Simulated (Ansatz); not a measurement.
Turn this script for the Python package of Ansatz (0.2.0) into the input file that the command-line program reads.

Script `energy.py`:
```python
"""Single point of C3H4BF2 in a Gaussian basis."""

import ansatz as az

BASIS_SET = "def2-SVPD"
XC = "pbe"

GEOMETRY = """
F     1.68780   -1.47180   -0.21890
B     1.54560   -0.17960    0.41540
F     2.72930    0.54620    0.81180
C     0.10430    0.45980    0.70080
C    -1.05570   -0.43650    0.27910
C    -0.65780    0.73800   -0.58980
H    -0.81790   -1.42480   -0.17030
H    -1.99390   -0.26390    0.84690
H    -0.17750    0.44080   -1.54840
H    -1.36430    1.59190   -0.52660
"""


def main() -> None:
    system = az.Crystal.molecule()
    for line in GEOMETRY.strip().splitlines():
        symbol, *xyz = line.split()
        system = system.atom(symbol, [float(v) for v in xyz])

    model = (
        system.calculation()
        .basis(gaussian=BASIS_SET)
        .functional(XC)
        .spin("collinear", total=1)
    )
    done = model.run(threads=1, pin="off")
    summary = done.report

    print(f"E = {summary['free_energy_ev']:.6f} eV = {summary['free_energy_ev'] / 27.211386246:.7f} Ha")
    print("converged:", summary["converged"], " doubts:", summary["published_state_doubts"] or "none")


if __name__ == "__main__":
    main()
```

```console
$ python energy.py
E = -9269.262138 eV = -340.6391006 Ha
converged: True  doubts: none
```

`input.yaml`:
```yaml
crystal:
  periodic: [false, false, false]
  atoms:
    - { symbol: F, position_ang: [1.6878, -1.4718, -0.2189] }
    - { symbol: B, position_ang: [1.5456, -0.1796, 0.4154] }
    - { symbol: F, position_ang: [2.7293, 0.5462, 0.8118] }
    - { symbol: C, position_ang: [0.1043, 0.4598, 0.7008] }
    - { symbol: C, position_ang: [-1.0557, -0.4365, 0.2791] }
    - { symbol: C, position_ang: [-0.6578, 0.738, -0.5898] }
    - { symbol: H, position_ang: [-0.8179, -1.4248, -0.1703] }
    - { symbol: H, position_ang: [-1.9939, -0.2639, 0.8469] }
    - { symbol: H, position_ang: [-0.1775, 0.4408, -1.5484] }
    - { symbol: H, position_ang: [-1.3643, 1.5919, -0.5266] }
basis:
  gaussian: { orbitals: def2-SVPD }
hamiltonian:
  xc: pbe
magnetization:
  spin_polarized: true
  initial_magnetization: 1.0
```

Launched from the shell:
```console
$ ansatz run input.yaml --threads 1 --pin off --max-ram 4096MiB --backend cpu --events-out ev --progress --plain --runs-dir out
Engine: ansatz 0.2.0, aarch64-unknown-linux-gnu
Functional definition: PBE
  parameter kappa = 0.804
  parameter beta = 0.06672455060314922
  exchange = pbe_x(kappa = kappa, mu = beta*pi^2/3)
  correlation = pbe_c(beta = beta)
1292 factors; their error is unknown
mean field evaluation 1: about -9260.8936 eV, gradient 4.3e1 eV
mean field evaluation 2: about -9240.2383 eV, gradient 7.9e1 eV
mean field evaluation 4: about -9269.2203 eV, gradient 4.7e0 eV
mean field evaluation 8: about -9269.3328 eV, gradient 3.1e-1 eV
mean field evaluation 16: about -9269.2621 eV, gradient 2.7e-3 eV
mean field -9269.26209285 eV, -340.6390989808 hartree, gradient 1.9e-5 eV, S^2 0.753275; 0 other end points of the search recorded, 0 dependent functions left out
reference -9269.26213816 eV, -340.6391006459 hartree; 23, 22 occupied and 135, 136 virtual orbitals, 1292 factors
Total energy: -9269.26213816 eV, -340.6391006459 hartree
```

Caveats:
- Total energies depend on the basis set; only differences at equal settings carry meaning.
- The geometry is a force-field or estimated start, not a minimum of this method, and the basis set is short of its limit.
- The run takes the species as open-shell (spin multiplicity 2), which needn't be its ground state.
- Finished in 12 s on 1 thread of Arm Neoverse V1, on a shared host, peak memory 0.27 GiB.

(Lines on the test bed's own set-up are left out of the output.)
